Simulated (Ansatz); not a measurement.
# HBr2 (doublet): the correlation ladder at distance Br1–H2 along a hydrogen transfer = 1.822 Å, cc-pVDZ

Aim: climb from Hartree-Fock through coupled cluster and multireference methods for HBr2 (doublet) at one geometry and basis, and see what each rung misses.

Computed with Ansatz 0.2.0, Gaussian basis. Level: cc-pVDZ, core rule «outside noble gas», up to 28 orbitals frozen.

Plan: UHF; CCSD(T) on ROHF; CCSD(T) on UHF; BCCD(T) on ROHF; CISD; CCSDT(Q) on ROHF; CCSDT(Q) on UHF; CASSCF and MRCISD+Q, 3 electrons in 3 orbitals; CASSCF and NEVPT2, 3 electrons in 3 orbitals; CASSCF and MRCISD+Q, 15 electrons in 9 orbitals; CASSCF and NEVPT2, 15 electrons in 9 orbitals.

18 further runs of the same task are left out: 18 that didn't finish.

## Step 1: What is computed

The geometry derives from fragments relaxed apart (PBE0/def2-TZVP) and kept rigid, so it is no stationary point. A hydrogen atom is moved between rigid fragments. No spin-orbit coupling is included. The filled d shell of Br may be among the frozen orbitals whatever the setting's name suggests; the logs give the count.

3 atoms, charge 0, spin multiplicity 2.

Atoms are counted from 1 here; the program's logs count them from 0.

Bond lengths: H2–Br3 1.597 Å.

## Step 2: UHF

Input file in.yaml:

```yaml
crystal:
  periodic: [false, false, false]
  atoms:
    - {symbol: Br, position_ang: [0.000000, 0.000000, -1.747000]}
    - {symbol: H, position_ang: [0.000000, 0.000000, 0.075000]}
    - {symbol: Br, position_ang: [0.000000, 0.000000, 1.672000]}
basis:
  gaussian: {orbitals: cc-pVDZ}
magnetization: {spin_polarized: true, initial_magnetization: 1}
hamiltonian: {xc: hf}
output: {orbitals: {seedname: orbitals}}
```

Run with:

```console
$ ansatz run in.yaml --threads 1 --pin off --events-out ev --progress --plain --max-ram 2393MiB
```

After this run come: CCSD(T) on ROHF; CCSD(T) on UHF; BCCD(T) on ROHF; CISD; CCSDT(Q) on ROHF; CCSDT(Q) on UHF; CASSCF and MRCISD+Q, 3 electrons in 3 orbitals; CASSCF and NEVPT2, 3 electrons in 3 orbitals; CASSCF and MRCISD+Q, 15 electrons in 9 orbitals; CASSCF and NEVPT2, 15 electrons in 9 orbitals.

**Question.** What will the summary of the whole plan be? Wanted: UCCSDT(Q) below the RHF energy; RMP2 from UCCSDT(Q); UMP2 from UCCSDT(Q); RCCSD from UCCSDT(Q); RCCSD(T) from UCCSDT(Q); UCCSD(T) from UCCSDT(Q); RCCSDT(Q) from UCCSDT(Q); NEVPT2 pair from UCCSDT(Q); MRCISD+Q pair from UCCSDT(Q).

As calculated:

| quantity | value |
| --- | --- |
| UCCSDT(Q) below the RHF energy | -7.4207 eV |
| RMP2 from UCCSDT(Q) | +933.9 meV |
| UMP2 from UCCSDT(Q) | +971.9 meV |
| RCCSD from UCCSDT(Q) | +156.7 meV |
| RCCSD(T) from UCCSDT(Q) | +30.5 meV |
| UCCSD(T) from UCCSDT(Q) | +29.4 meV |
| RCCSDT(Q) from UCCSDT(Q) | +1.5 meV |
| NEVPT2 pair from UCCSDT(Q) | +831.7 meV |
| MRCISD+Q pair from UCCSDT(Q) | +40.6 meV |
| NEVPT2 valence from UCCSDT(Q) | +1478.4 meV |
| levels within 1 kcal/mol (43 meV) | RCCSD(T), UCCSD(T), BCCD(T), RCCSDT, UCCSDT, RCCSDT(Q), MRCISD+Q pair, MRCISD+Q valence |
| T1 diagnostic | 0.022 |
| effectively unpaired electrons | 1.02 |

In words: RCCSD(T) lands +30.5 meV from the yardstick (0.4 % of the correlation energy). One determinant dominates. Of the multireference levels listed MRCISD+Q valence comes nearest in total energy (+30.9 meV), which doesn't show that its space is the better one. These misses are within one basis, not against nature; the frozen cores of restricted and unrestricted runs differ, which can shift their rows.
